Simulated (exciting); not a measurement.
# NbSi (Fm-3m) in exciting: single point with PBE+D2

Aim: the single point of NbSi with PBE+D2.

All numbers are computed with exciting (release sodium); they aren't measurements. Logs are shortened: lines on timing, memory, paths and dates and some standing lists are left out, and cuts for length are marked.

**1. The structure**

The structure is cubic, space group Fm-3m (No. 225). The conventional cell has a = 5.148 Å, b = 5.148 Å, c = 5.148 Å, α = 90.00°, β = 90.00°, γ = 90.00°. Nb (site symmetry m-3m) has 6 Si at 2.57 Å as nearest neighbours. Si (site symmetry m-3m) is surrounded by 6 Nb at 2.57 Å.

The cell was built by a generator and needn't be a form met in nature.

**2. Single point, PBE+D2**

run_exciting.py

```python
import subprocess
import xml.etree.ElementTree as ET
from ase.io import read
from ase.units import Bohr

atoms = read("NbSi.cif")
import spglib
from ase import Atoms
cell, positions, numbers = spglib.find_primitive((atoms.cell[:], atoms.get_scaled_positions(), atoms.numbers), symprec=1e-5)
atoms = Atoms(numbers, cell=cell, scaled_positions=positions, pbc=True)
rmt = {'Nb': 2.3, 'Si': 2.0}  # bohr
tasks = """
<groundstate do="fromscratch" ngridk="9 9 9" rgkmax="7.8" gmaxvr="14" lmaxapw="10" lmaxmat="10" lmaxvr="8" xctype="GGA_PBE" stype="Fermi Dirac" swidth="0.00367493" nempty="14" ValenceRelativity="iora*" epsengy="1e-05" epspot="1e-05" maxscl="60" tforce="true" outputlevel="low" vdWcorrection="DFTD2"/>
<properties>
  <chargedensityplot>
    <plot3d>
      <box grid="19 19 19">
        <origin coord="0 0 0"/>
        <point coord="1 0 0"/>
        <point coord="0 1 0"/>
        <point coord="0 0 1"/>
      </box>
    </plot3d>
  </chargedensityplot>
  <elfplot>
    <plot3d>
      <box grid="19 19 19">
        <origin coord="0 0 0"/>
        <point coord="1 0 0"/>
        <point coord="0 1 0"/>
        <point coord="0 0 1"/>
      </box>
    </plot3d>
  </elfplot>
  <exccplot>
    <plot3d>
      <box grid="19 19 19">
        <origin coord="0 0 0"/>
        <point coord="1 0 0"/>
        <point coord="0 1 0"/>
        <point coord="0 0 1"/>
      </box>
    </plot3d>
  </exccplot>
  <DFTD2/>
</properties>
"""

root = ET.Element("input")
ET.SubElement(root, "title").text = "NbSi"
structure = ET.SubElement(root, "structure", speciespath="./", tshift="false")
crystal = ET.SubElement(structure, "crystal", scale="1.0")
for vector in atoms.cell / Bohr:
    ET.SubElement(crystal, "basevect").text = " ".join(f"{x:.12f}" for x in vector)
symbols = atoms.get_chemical_symbols()
for element in dict.fromkeys(symbols):
    species = ET.SubElement(structure, "species", speciesfile=element + ".xml", rmt=str(rmt[element]))
    for symbol, position in zip(symbols, atoms.get_scaled_positions(wrap=False)):
        if symbol == element:
            ET.SubElement(species, "atom", coord=" ".join(f"{x:.12f}" for x in position))
root.extend(ET.fromstring("<tasks>" + tasks + "</tasks>"))
ET.indent(root)
ET.ElementTree(root).write("input.xml")
subprocess.run(["exciting_smp"], check=True)
```

NbSi.cif

```cif
data_NbSi
_cell_length_a 5.14766000
_cell_length_b 5.14766000
_cell_length_c 5.14766000
_cell_angle_alpha 90.00000000
_cell_angle_beta 90.00000000
_cell_angle_gamma 90.00000000
_space_group_name_H-M_alt 'Fm-3m'
_space_group_name_Hall '-F 4 2 3'
_space_group_IT_number 225
loop_
_space_group_symop_operation_xyz
'x,y,z'
'-x,-y,-z'
'-y,x,z'
'y,-x,-z'
'-x,-y,z'
'x,y,-z'
'y,-x,z'
'-y,x,-z'
'x,-y,-z'
'-x,y,z'
'-y,-x,-z'
'y,x,z'
'-x,y,-z'
'x,-y,z'
'y,x,-z'
'-y,-x,z'
'z,x,y'
'-z,-x,-y'
'z,-y,x'
'-z,y,-x'
'z,-x,-y'
'-z,x,y'
'z,y,-x'
'-z,-y,x'
'-z,x,-y'
'z,-x,y'
'-z,-y,-x'
'z,y,x'
'-z,-x,y'
'z,x,-y'
'-z,y,x'
'z,-y,-x'
'y,z,x'
'-y,-z,-x'
'x,z,-y'
'-x,-z,y'
'-y,z,-x'
'y,-z,x'
'-x,z,y'
'x,-z,-y'
'-y,-z,x'
'y,z,-x'
'-x,-z,-y'
'x,z,y'
'y,-z,-x'
'-y,z,x'
'x,-z,y'
'-x,z,-y'
'x,y+1/2,z+1/2'
'-x,-y+1/2,-z+1/2'
'-y,x+1/2,z+1/2'
[... 62 lines left out ...]
'-z+1/2,-x,-y+1/2'
'z+1/2,-y,x+1/2'
'-z+1/2,y,-x+1/2'
'z+1/2,-x,-y+1/2'
'-z+1/2,x,y+1/2'
'z+1/2,y,-x+1/2'
'-z+1/2,-y,x+1/2'
'-z+1/2,x,-y+1/2'
'z+1/2,-x,y+1/2'
'-z+1/2,-y,-x+1/2'
'z+1/2,y,x+1/2'
'-z+1/2,-x,y+1/2'
'z+1/2,x,-y+1/2'
'-z+1/2,y,x+1/2'
'z+1/2,-y,-x+1/2'
'y+1/2,z,x+1/2'
'-y+1/2,-z,-x+1/2'
'x+1/2,z,-y+1/2'
'-x+1/2,-z,y+1/2'
'-y+1/2,z,-x+1/2'
'y+1/2,-z,x+1/2'
'-x+1/2,z,y+1/2'
'x+1/2,-z,-y+1/2'
'-y+1/2,-z,x+1/2'
'y+1/2,z,-x+1/2'
'-x+1/2,-z,-y+1/2'
'x+1/2,z,y+1/2'
'y+1/2,-z,-x+1/2'
'-y+1/2,z,x+1/2'
'x+1/2,-z,y+1/2'
'-x+1/2,z,-y+1/2'
'x+1/2,y+1/2,z'
'-x+1/2,-y+1/2,-z'
'-y+1/2,x+1/2,z'
'y+1/2,-x+1/2,-z'
'-x+1/2,-y+1/2,z'
'x+1/2,y+1/2,-z'
'y+1/2,-x+1/2,z'
'-y+1/2,x+1/2,-z'
'x+1/2,-y+1/2,-z'
'-x+1/2,y+1/2,z'
'-y+1/2,-x+1/2,-z'
'y+1/2,x+1/2,z'
'-x+1/2,y+1/2,-z'
'x+1/2,-y+1/2,z'
'y+1/2,x+1/2,-z'
'-y+1/2,-x+1/2,z'
'z+1/2,x+1/2,y'
'-z+1/2,-x+1/2,-y'
'z+1/2,-y+1/2,x'
'-z+1/2,y+1/2,-x'
'z+1/2,-x+1/2,-y'
'-z+1/2,x+1/2,y'
'z+1/2,y+1/2,-x'
'-z+1/2,-y+1/2,x'
'-z+1/2,x+1/2,-y'
'z+1/2,-x+1/2,y'
'-z+1/2,-y+1/2,-x'
'z+1/2,y+1/2,x'
'-z+1/2,-x+1/2,y'
'z+1/2,x+1/2,-y'
'-z+1/2,y+1/2,x'
'z+1/2,-y+1/2,-x'
'y+1/2,z+1/2,x'
'-y+1/2,-z+1/2,-x'
'x+1/2,z+1/2,-y'
'-x+1/2,-z+1/2,y'
'-y+1/2,z+1/2,-x'
'y+1/2,-z+1/2,x'
'-x+1/2,z+1/2,y'
'x+1/2,-z+1/2,-y'
'-y+1/2,-z+1/2,x'
'y+1/2,z+1/2,-x'
'-x+1/2,-z+1/2,-y'
'x+1/2,z+1/2,y'
'y+1/2,-z+1/2,-x'
'-y+1/2,z+1/2,x'
'x+1/2,-z+1/2,y'
'-x+1/2,z+1/2,-y'
loop_
_atom_site_label
_atom_site_type_symbol
_atom_site_symmetry_multiplicity
_atom_site_Wyckoff_symbol
_atom_site_fract_x
_atom_site_fract_y
_atom_site_fract_z
_atom_site_occupancy
Nb1 Nb 4 a 0.0000000000 0.0000000000 0.0000000000 1
Si1 Si 4 b 0.5000000000 0.0000000000 0.0000000000 1
```

Potentials or basis: all-electron LAPW+lo, shipped species files, valence relativity iora*.

Launch:

```bash
OMP_NUM_THREADS=1 python run_exciting.py
```

Output:

```text
================================================================================
EXCITING SODIUM started
[... 10 lines left out ...]

 Lattice vectors (cartesian) :
      0.0000000000      4.8638337945      4.8638337945
      4.8638337945      0.0000000000      4.8638337945
      4.8638337945      4.8638337945      0.0000000000

 Reciprocal lattice vectors (cartesian) :
     -0.6459087186      0.6459087186      0.6459087186
      0.6459087186     -0.6459087186      0.6459087186
      0.6459087186      0.6459087186     -0.6459087186

 Unit cell volume                           :     230.1262568560
 Brillouin zone volume                      :       1.0778874902

 Species :    1 (Nb)
     parameters loaded from                 :    Nb.xml
     name                                   :    niobium

     atomic positions (lattice) :
       1 :   0.00000000  0.00000000  0.00000000

 Species :    2 (Si)
     parameters loaded from                 :    Si.xml
     name                                   :    silicon

     atomic positions (lattice) :
       1 :   0.50000000  0.50000000  0.50000000

 Total number of atoms per unit cell        :       2

 Spin treatment                             :    spin-unpolarised

 Number of Bravais lattice symmetries       :      48
 Number of crystal symmetries               :      48

 k-point grid                               :       9    9    9
 Total number of k-points                   :      35
 k-point set is reduced with crystal symmetries

 R^MT_min * |G+k|_max (rgkmax)              :       7.80000000

 G-vector grid sizes                        :      32    32    32
 Total number of G-vectors                  :   10777

 Total nuclear charge                       :     -55.00000000
 Total electronic charge                    :      55.00000000

 Number of empty states                     :      14
 Total number of valence states             :      23

 Exchange-correlation type                  :      20
     Perdew-Burke-Ernzerhof, Phys. Rev. Lett. 77, 3865 (1996)
     Generalised gradient approximation (GGA)

 Smearing scheme                            :    Fermi-Dirac
 Smearing width                             :       0.00367493

++++++++++++++++++++++++++++++++++++++++++++++++++++++++++++++++++++++++++++++++
+ Ending initialization                                                        +
++++++++++++++++++++++++++++++++++++++++++++++++++++++++++++++++++++++++++++++++

********************************************************************************
* Groundstate module started                                                   *
********************************************************************************
 Output level for this task is set to low

++++++++++++++++++++++++++++++++++++++++++++++++++++++++++++++++++++++++++++++++
[... 5 lines left out ...]
+ SCF iteration number :    1                                                  +
++++++++++++++++++++++++++++++++++++++++++++++++++++++++++++++++++++++++++++++++
 Total energy                               :     -4099.38847753
 _______________________________________________________________
 Fermi energy                               :         0.41000109
 DOS at Fermi energy (states/Ha/cell)       :        32.85125087
 Electron charge: Core leakage              :         0.00376273

++++++++++++++++++++++++++++++++++++++++++++++++++++++++++++++++++++++++++++++++
+ SCF iteration number :    2                                                  +
++++++++++++++++++++++++++++++++++++++++++++++++++++++++++++++++++++++++++++++++
 Total energy                               :     -4108.14407677
 _______________________________________________________________
 Fermi energy                               :         0.39326444
 DOS at Fermi energy (states/Ha/cell)       :        27.63846114
 Electron charge: Core leakage              :         0.00385851
[... 146 lines left out ...]
++++++++++++++++++++++++++++++++++++++++++++++++++++++++++++++++++++++++++++++++
+ SCF iteration number :   13                                                  +
++++++++++++++++++++++++++++++++++++++++++++++++++++++++++++++++++++++++++++++++
 Total energy                               :     -4110.52628714
 _______________________________________________________________
 Fermi energy                               :         0.38643424
 DOS at Fermi energy (states/Ha/cell)       :        30.37989870
 Electron charge: Core leakage              :         0.00379203

 RMS change in effective potential (target) :  0.141208E-08  ( 0.100000E-04)
 Absolute change in total energy   (target) :  0.115475E-06  ( 0.100000E-04)
 Charge distance                   (target) :  0.101642E-08  ( 0.100000E-04)
 Abs. change in max-nonIBS-force   (target) :   0.00000      ( 0.500000E-04)

++++++++++++++++++++++++++++++++++++++++++++++++++++++++++++++++++++++++++++++++
| Convergency criteria checked for the last 2 iterations                       +
| Convergence targets achieved. Performing final SCF iteration                 +
++++++++++++++++++++++++++++++++++++++++++++++++++++++++++++++++++++++++++++++++
 Total energy                               :     -4110.56266460
 _______________________________________________________________
 Fermi energy                               :         0.38643424
 DFT-D2 dispersion correction               :        -0.03637755
 DOS at Fermi energy (states/Ha/cell)       :        30.37989846
 Electron charge: Core leakage              :         0.00379203

++++++++++++++++++++++++++++++++++++++++++++++++++++++++++++++++++++++++++++++++
+ Self-consistent loop stopped                                                 +
++++++++++++++++++++++++++++++++++++++++++++++++++++++++++++++++++++++++++++++++
 STATE.OUT is written

--------------------------------------------------------------------------------
- Writing atomic positions and forces                                          -
--------------------------------------------------------------------------------

 Atomic positions (lattice) :
 atom     1  Nb  :     0.00000000    0.00000000    0.00000000
 atom     2  Si  :     0.50000000    0.50000000    0.50000000

 Total atomic forces including IBS (cartesian) :
 atom     1  Nb  :    -0.00000000    0.00000000    0.00000000
 atom     2  Si  :     0.00000000   -0.00000000   -0.00000000

 Atomic force components including IBS (cartesian) :
 atom     1  Nb  :    -0.00000000   -0.00000000   -0.00000000   HF force
                 :    -0.00000000    0.00000000    0.00000000   core correction
                 :     0.00000000   -0.00000000    0.00000000   IBS correction
                 :     0.00000000   -0.00000000    0.00000000   DFT-D2 force
 atom     2  Si  :     0.00000000    0.00000000    0.00000000   HF force
                 :     0.00000000   -0.00000000   -0.00000000   core correction
                 :    -0.00000000    0.00000000   -0.00000000   IBS correction
                 :     0.00000000   -0.00000000    0.00000000   DFT-D2 force

********************************************************************************
* Groundstate module stopped                                                   *
********************************************************************************

--------------------------------------------------------------------------------
- CAUTION! Warnings have been written in file WARNING.OUT !                    -
--------------------------------------------------------------------------------
================================================================================
| EXCITING SODIUM stopped                                                      =
================================================================================
```

Run time: 75 s. Hardware: 1 thread of Arm Neoverse V1, shared host; peak memory 0.13 GiB.

What came out:

| Quantity | Value |
| --- | --- |
| Free energy | -111854.1465 eV |
| Band gap on the k mesh | none (metal or under the smearing width) |
| Dispersion energy per atom | -0.495 eV |
| Density of states at the Fermi level | 1.12 states/eV per cell |

Caveat: the log's total energy holds no entropy term; the free energy is that total less TS from the occupations.

**3. The reference run**

An earlier run on the cell as given: functional PBEsol; potentials or basis all-electron LAPW+lo, shipped species files, valence relativity iora*; rgkmax 7.8; k mesh 9 × 9 × 9; occupations fermi-dirac, width 0.05 eV; no spin polarisation.

- Band gap on the k mesh: none (metal or under the smearing width)
- All electrons inside the program's atomic spheres: Nb 38.40; Si 11.84 (radii Nb 2.3, Si 2.0 bohr)
